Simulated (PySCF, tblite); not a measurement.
# C₈H₁₀: circular dichroism and optical rotation, excited states

Aim: compute the circular dichroism and optical rotation, excited states of C₈H₁₀ (`C1=CC2(C=C1)CCC2`).

Programs: tblite 0.8.0 and PySCF 2.14.0, with routines of our own; each step states its level. All values are computed. Atoms count from 0.

## 1. The starting structure

18 atoms, charge 0, multiplicity 1; geometry from: force field or distance geometry start.

## 2. Relaxing the molecule with GFN2-xTB

What the job is given:

```
{"job": {"kind": "relax", "xc": "GFN2-xTB", "basis": "xTB"}, "charge": 0, "multiplicity": 1}
C     -2.050900     0.884400    -0.608700
C     -0.744100     1.127100    -0.705100
C     -0.015300    -0.120400    -0.331900
C     -1.077600    -1.097400    -0.035400
C     -2.243100    -0.505200    -0.183400
C      1.091900    -0.579300    -1.188300
C      2.017100     0.252100    -0.282300
C      0.970100     0.153700     0.791200
H     -2.851100     1.589200    -0.806400
H     -0.276300     2.070600    -0.980000
H     -0.889900    -2.137000     0.276100
H     -3.233300    -0.958800    -0.041400
H      1.330100    -1.660500    -0.970100
H      1.149500    -0.284700    -2.239200
H      2.157400     1.250700    -0.725700
H      2.941000    -0.311100    -0.006800
H      1.012200    -0.746700     1.438700
H      0.703400     1.079700     1.322000
```

The run is started by

```console
> OMP_NUM_THREADS=1 python excited_run.py task.json out
```

The driver reads the jobs from task.json and runs them one after another.

The log of the run:

```text
step      E/eV     max force
  0    -602.76431    2.568
  1    -602.97409    1.894
  2    -603.06445    0.915
  3    -603.14964    0.726
  4    -603.21027    0.613
  5    -603.24031    0.385
  6    -603.25474    0.339
  7    -603.26281    0.211
  8    -603.26856    0.178
  9    -603.27317    0.131
 10    -603.27662    0.123
 11    -603.28051    0.137
 12    -603.28362    0.129
 13    -603.28583    0.099
 14    -603.28737    0.096
 15    -603.28877    0.083
 16    -603.29003    0.075
 17    -603.29115    0.081
 18    -603.29235    0.080
 19    -603.29396    0.112
 20    -603.29608    0.138
 21    -603.29826    0.125
 22    -603.29996    0.082
 23    -603.30119    0.065
 24    -603.30232    0.085
 25    -603.30353    0.094
 26    -603.30478    0.102
 27    -603.30594    0.076
 28    -603.30692    0.067
 29    -603.30771    0.067
 30    -603.30838    0.075
 31    -603.30902    0.070
 32    -603.30971    0.067
 33    -603.31043    0.090
 34    -603.31114    0.090
 35    -603.31185    0.070
 36    -603.31248    0.056
 37    -603.31296    0.046
 38    -603.31329    0.051
 39    -603.31358    0.043
 40    -603.31389    0.052
 41    -603.31425    0.065
 42    -603.31462    0.050
 43    -603.31498    0.052
 44    -603.31531    0.042
 45    -603.31561    0.054
 46    -603.31585    0.049
 47    -603.31605    0.030
 48    -603.31623    0.027
 49    -603.31640    0.032
 50    -603.31655    0.037
 51    -603.31670    0.036
 52    -603.31688    0.034
 53    -603.31710    0.032
 54    -603.31734    0.044
 55    -603.31758    0.042
 56    -603.31782    0.033
 57    -603.31803    0.032
 58    -603.31820    0.031
 59    -603.31832    0.024
 60    -603.31843    0.024
 61    -603.31852    0.021
 62    -603.31860    0.021
 63    -603.31865    0.016
 64    -603.31869    0.014
 65    -603.31872    0.013
 66    -603.31875    0.012
 67    -603.31877    0.011
 68    -603.31879    0.011
 69    -603.31881    0.013
 70    -603.31884    0.013
 71    -603.31887    0.011
 72    -603.31889    0.010
 73    -603.31891    0.011
 74    -603.31894    0.013
 75    -603.31898    0.014
 76    -603.31903    0.017
 77    -603.31909    0.021
 78    -603.31917    0.023
 79    -603.31925    0.023
 80    -603.31933    0.024
 81    -603.31939    0.019
 82    -603.31943    0.014
 83    -603.31947    0.014
 84    -603.31951    0.014
 85    -603.31954    0.012
 86    -603.31955    0.009
```

Wall time 0.51 s (1 thread of Arm Neoverse V1, shared host).

Along the way: (not every step is listed)

```
step  energy from step 0 (eV)  largest force (eV/Å)
   0                   0.0000                2.5682
   1                  -0.2098                1.8937
   2                  -0.3001                0.9154
   3                  -0.3853                0.7259
   4                  -0.4460                0.6128
   5                  -0.4760                0.3849
   6                  -0.4904                0.3386
   7                  -0.4985                0.2107
   8                  -0.5042                0.1776
  15                  -0.5245                0.0826
  22                  -0.5357                0.0820
  29                  -0.5434                0.0672
  36                  -0.5482                0.0559
  43                  -0.5507                0.0520
  50                  -0.5522                0.0368
  57                  -0.5537                0.0321
  64                  -0.5544                0.0141
  71                  -0.5546                0.0108
  78                  -0.5549                0.0225
  81                  -0.5551                0.0188
  82                  -0.5551                0.0139
  83                  -0.5552                0.0142
  84                  -0.5552                0.0136
  85                  -0.5552                0.0122
  86                  -0.5552                0.0086
```

Distances of close pairs at the start and the end, largest changes first:

```
  bond  before (Å)  after (Å)  change (Å)
 C2–C5       1.473      1.551      +0.078
C5–H12       1.128      1.088      -0.041
 C2–C7       1.519      1.551      +0.032
 C6–C7       1.503      1.533      +0.030
C6–H15       1.117      1.088      -0.028
C3–H10       1.101      1.075      -0.026
C4–H11       1.098      1.076      -0.023
C7–H16       1.110      1.088      -0.022
```

The final coordinates are the input of the step that follows.

## 3. Vibrational analysis with GFN2-xTB

What the job is given:

```
{"job": {"kind": "ir", "xc": "GFN2-xTB", "basis": "xTB"}, "charge": 0, "multiplicity": 1}
C     -2.157631     0.806086    -0.671210
C     -0.856094     1.110268    -0.717275
C     -0.047012    -0.065180    -0.272774
C     -1.098953    -1.080111     0.030017
C     -2.309190    -0.561239    -0.205797
C      1.111288    -0.474015    -1.220282
C      2.131583     0.091968    -0.225934
C      1.016549     0.232308     0.816567
H     -2.982779     1.445371    -0.931351
H     -0.408431     2.039704    -1.018202
H     -0.866019    -2.068571     0.382538
H     -3.259588    -1.049188    -0.080297
H      1.177651    -1.553143    -1.339080
H      1.083117    -0.008444    -2.202612
H      2.543982     1.048886    -0.538806
H      2.950836    -0.572128     0.042214
H      1.041585    -0.540495     1.581351
H      0.920348     1.204239     1.294515
```

The log of the run:

```text
mode    cm-1     km/mol
  1      67.3      0.02
  2     118.5      1.11
  3     226.4      0.04
  4     334.9      0.80
  5     463.1      0.37
  6     531.2      0.00
  7     547.2      0.04
  8     735.8      5.18
  9     781.5      0.37
 10     784.0      3.17
 11     790.1     22.96
 12     828.8      0.08
 13     830.6      0.64
 14     874.2      0.26
 15     877.1      0.01
 16     881.5      5.40
 17     951.7      0.16
 18    1030.1      0.47
 19    1039.3      0.10
 20    1042.9      0.08
 21    1052.1      1.91
 22    1063.6      0.85
 23    1084.1      1.30
 24    1093.6      1.04
 25    1176.7      0.35
 26    1186.5      0.01
 27    1206.0      2.85
 28    1220.3      4.31
 29    1236.6      0.12
 30    1253.2      9.61
 31    1261.6      0.21
 32    1291.9      0.90
 33    1346.6      1.98
 34    1465.6      0.08
 35    1467.9      0.12
 36    1491.3      0.05
 37    1561.2     18.28
 38    1639.9      0.36
 39    2997.4      4.21
 40    3010.4      3.87
 41    3015.1     37.60
 42    3020.9     46.79
 43    3021.7     49.92
 44    3024.1     80.56
 45    3116.5      3.95
 46    3122.4     50.35
 47    3135.5     88.07
 48    3140.0     23.03
```

Wall time 0.56 s (1 thread of Arm Neoverse V1, shared host).

The strongest bands and the atoms that carry them (share of the mass-weighted mode):

```
cm⁻¹  km/mol                                   atoms
 790    23.0     H9 36 %, H8 17 %, H11 16 %, C1 11 %
3015    37.6  H15 43 %, H14 17 %, H17 17 %, H13 16 %
3021    46.8                      H12 48 %, H13 36 %
3022    49.9                      H16 48 %, H17 39 %
3024    80.6            H14 49 %, H16 14 %, H12 11 %
3122    50.4    H8 35 %, H10 22 %, H11 21 %, H9 15 %
3136    88.1             H10 51 %, H11 22 %, H9 19 %
3140    23.0                        H9 53 %, H8 21 %
```

## 4. Circular dichroism and optical rotation: TDDFT BHandHLYP/def2-SVPD

Settings changed since step 3:

```diff
@@ -1,2 +1,2 @@
-{"job": {"kind": "ir", "xc": "GFN2-xTB", "basis": "xTB"}, "charge": 0, "multiplicity": 1}
+{"job": {"kind": "ecd", "xc": "BHandHLYP", "basis": "def2-SVPD", "nstates": 12}, "charge": 0, "multiplicity": 1}
 C     -2.157631     0.806086    -0.671210
```

Level: TDDFT BHandHLYP/def2-SVPD circular dichroism and optical rotation, one conformer, gas phase.

The log of the run:

```text
coarse grid: 14888 points
cycle   1  E = -310.3066169807  dE =  1.607e+00  |g| = 3.386e-01  |ddm| = 1.138e+01
cycle   2  E = -310.3342262404  dE = -2.761e-02  |g| = 1.975e-01  |ddm| = 2.443e+00
cycle   3  E = -310.3442581378  dE = -1.003e-02  |g| = 5.212e-02  |ddm| = 7.565e-01
cycle   4  E = -310.3449892197  dE = -7.311e-04  |g| = 1.412e-02  |ddm| = 2.653e-01
cycle   5  E = -310.3450356362  dE = -4.642e-05  |g| = 3.000e-03  |ddm| = 5.227e-02
cycle   6  E = -310.3450378844  dE = -2.248e-06  |g| = 1.377e-03  |ddm| = 1.409e-02
final grid: 143384 points
cycle   7  E = -310.3895893223  dE = -2.833e-05  |g| = 3.275e-03  |ddm| = 2.256e-01
cycle   8  E = -310.3895898022  dE = -4.799e-07  |g| = 3.107e-03  |ddm| = 2.443e-02
cycle   9  E = -310.3895922791  dE = -2.477e-06  |g| = 3.889e-04  |ddm| = 9.482e-03
cycle  10  E = -310.3895923083  dE = -2.924e-08  |g| = 2.064e-04  |ddm| = 1.599e-03
cycle  11  E = -310.3895923197  dE = -1.139e-08  |g| = 3.401e-05  |ddm| = 9.492e-04
cycle  12  E = -310.3895923200  dE = -2.877e-10  |g| = 6.810e-06  |ddm| = 1.298e-04
converged SCF energy = -310.3895923200

Singlet excitations and rotatory strengths (1e-40 esu^2 cm^2)
state   eV       nm     f(len)   f(vel)    R(len)    R(vel)   main configurations
  1   4.7916   258.8  0.05224  0.05151     0.166     0.163   H->L 0.98
  2   6.1940   200.2  0.00000  0.00000    -0.053    -0.052   H->L+1 0.71, H->L+2 0.26
  3   6.7983   182.4  0.00605  0.00868     0.025     0.025   H->L+2 0.62, H->L+1 0.21
  4   6.8732   180.4  0.02246  0.03364    -0.049    -0.050   H->L+3 0.86
  5   6.9041   179.6  0.13436  0.13173    -0.130    -0.127   H-1->L 0.83, H->L+8 0.14
  6   7.1287   173.9  0.00465  0.00585    -0.024    -0.027   H-2->L 0.91
  7   7.3283   169.2  0.00067  0.00083     0.190     0.190   H-3->L 0.79, H-5->L 0.09
  8   7.4803   165.7  0.00136  0.00231    -0.378    -0.376   H->L+4 0.79
  9   7.5819   163.5  0.00898  0.01512     0.017     0.022   H->L+6 0.89
 10   7.6668   161.7  0.00217  0.00187    -0.030    -0.030   H->L+5 0.96
 11   7.7703   159.6  0.00050  0.00071    -1.177    -1.164   H->L+7 0.82, H->L+11 0.09
 12   7.9822   155.3  0.23742  0.23199     0.996     0.984   H->L+8 0.56, H-4->L 0.29, H-1->L 0.10

Specific rotation (deg / (dm g/mL))
    nm     length   length(OI)   velocity    alpha(len)  alpha(vel)
  633.0       1.04       1.04       1.05       87.410     87.453
  589.3       1.26       1.26       1.28       87.789     87.836
  546.0       1.58       1.58       1.60       88.269     88.321
  436.0       3.34       3.35       3.39       90.349     90.423
  405.0       4.49       4.50       4.55       91.356     91.440
  365.0       7.29       7.30       7.37       93.236     93.335
  355.0       8.45       8.47       8.54       93.866     93.970
```

Run time: 85 s. Hardware: 1 thread of Arm Neoverse V1, shared host; peak memory 0.98 GiB.

## 5. Excited states: TDA wB97X-D/def2-SVPD

Settings changed since step 4:

```diff
@@ -1,2 +1,2 @@
-{"job": {"kind": "ecd", "xc": "BHandHLYP", "basis": "def2-SVPD", "nstates": 12}, "charge": 0, "multiplicity": 1}
+{"job": {"kind": "states", "xc": "wB97X-D", "basis": "def2-SVPD", "tda": true, "soc": true, "nstates": 6, "ntriplets": 4, "nquad": 4}, "charge": 0, "multiplicity": 1}
 C     -2.157631     0.806086    -0.671210
```

Method: TDA wB97X-D/def2-SVPD excited states, vertical, gas phase, spin-orbit mean-field couplings.

The log of the run:

```text
coarse grid: 14888 points
cycle   1  E = -310.4053330091  dE =  1.660e+00  |g| = 2.917e-01  |ddm| = 1.129e+01
cycle   2  E = -310.4254634137  dE = -2.013e-02  |g| = 1.731e-01  |ddm| = 2.015e+00
cycle   3  E = -310.4330256168  dE = -7.562e-03  |g| = 3.185e-02  |ddm| = 6.319e-01
cycle   4  E = -310.4333464888  dE = -3.209e-04  |g| = 1.056e-02  |ddm| = 2.113e-01
cycle   5  E = -310.4333745771  dE = -2.809e-05  |g| = 2.326e-03  |ddm| = 4.277e-02
cycle   6  E = -310.4333768956  dE = -2.318e-06  |g| = 7.261e-04  |ddm| = 1.490e-02
final grid: 143384 points
cycle   7  E = -310.4859026628  dE = -1.197e-04  |g| = 3.508e-03  |ddm| = 4.110e-01
cycle   8  E = -310.4859054578  dE = -2.795e-06  |g| = 2.426e-03  |ddm| = 4.853e-02
cycle   9  E = -310.4859068353  dE = -1.378e-06  |g| = 4.832e-04  |ddm| = 9.975e-03
cycle  10  E = -310.4859069075  dE = -7.212e-08  |g| = 2.218e-04  |ddm| = 4.422e-03
cycle  11  E = -310.4859069201  dE = -1.264e-08  |g| = 5.500e-05  |ddm| = 7.141e-04
cycle  12  E = -310.4859069211  dE = -1.006e-09  |g| = 1.851e-05  |ddm| = 2.936e-04
cycle  13  E = -310.4859069212  dE = -1.428e-10  |g| = 6.224e-06  |ddm| = 1.023e-04
converged SCF energy = -310.4859069212

Singlet excitations
state   eV       nm        f     d(h-e)  d(exc)  Lambda  PR(NTO)  |dmu|/D   mu/D   main configurations
  1   5.1310   241.6   0.08698   0.304   2.696   0.795   1.068    1.123    0.439   H->L 0.96
  2   6.5001   190.7   0.00000   0.125   3.635   0.256   1.033    1.554    2.239   H->L+1 0.64, H->L+2 0.32
  3   6.6866   185.4   0.11050   0.489   2.914   0.723   1.540    1.665    2.349   H-1->L 0.77, H->L+7 0.20
  4   6.8228   181.7   0.00161   1.231   3.013   0.451   1.042    3.693    4.377   H-2->L 0.91
  5   6.9848   177.5   0.00013   0.937   2.871   0.456   1.028                     H-3->L 0.82, H-6->L 0.09
  6   7.2286   171.5   0.03921   1.025   3.855   0.273   1.092                     H->L+3 0.56, H->L+2 0.21

Triplet excitations (Tamm-Dancoff)
state   eV     d(h-e)  d(exc)  Lambda  PR(NTO)   main configurations
  1   3.0070   0.152   2.364   0.787   1.060   H->L 0.94
  2   5.0228   0.023   2.242   0.717   1.816   H-1->L 0.54, H->L+7 0.31, H-4->L 0.08
  3   6.4612   1.216   2.942   0.453   1.033   H-2->L 0.93
  4   6.4669   0.739   2.782   0.751   2.004   H->L+7 0.51, H-1->L 0.42
S1 - T1 = 2.1240 eV

Spin-orbit couplings |<S|Hso|T>| (cm-1)
             T1       T2       T3       T4
S0        0.417    0.020   11.104    0.517
S1        0.010    0.143    2.015    0.575
S2        1.567    0.629    0.187    0.224
S3        0.513    0.025    6.531    0.308
S4        1.604    3.184    1.108    6.612
S5        2.985    5.435    8.572    5.826
S6        3.266    1.390    0.240    1.750
T1 sublevels (cm-1): 0.000 0.000 0.000   radiative rates (1/s): 0.0141 0.056 0.00248
```

Run time: 52 s. Hardware: 1 thread of Arm Neoverse V1, shared host; peak memory 0.99 GiB.

Key values:

```
  quantity    value
S1 less T1  2.12 eV
```

## 6. Outcome

| quantity | value |
| --- | --- |
| strongest single infrared mode (GFN2-xTB) | 3136 cm⁻¹, 88 km/mol |
| zero-point energy (GFN2-xTB) | 96.4 kcal/mol |
| state of largest rotatory strength (velocity form) among 12 (step 4, TDDFT BHandHLYP/def2-SVPD) | 7.77 eV, R = -1.2 (velocity), -1.2 (length) ·10⁻⁴⁰ esu² cm² |
| specific rotation at 633.0 nm (step 4, TDDFT BHandHLYP/def2-SVPD) | 1.1 (velocity), 1.0 (length) |
| S1 less T1 (step 5, TDA wB97X-D/def2-SVPD) | 2.12 eV |

All 48 modes are real, so the xTB geometry is a minimum. The strongest single mode, at 3136 cm⁻¹, moves mainly H10. GFN2-xTB is a fitted tight-binding method: band positions and strengths are rough. Its intensities can rank the bands wrongly. The geometry is achiral, so these rotations and rotatory strengths are numerical residue. In step 5, the number of triplets below S1 is 2, and the largest singlet-triplet spin-orbit coupling is S0–T3, 11.10 cm⁻¹.
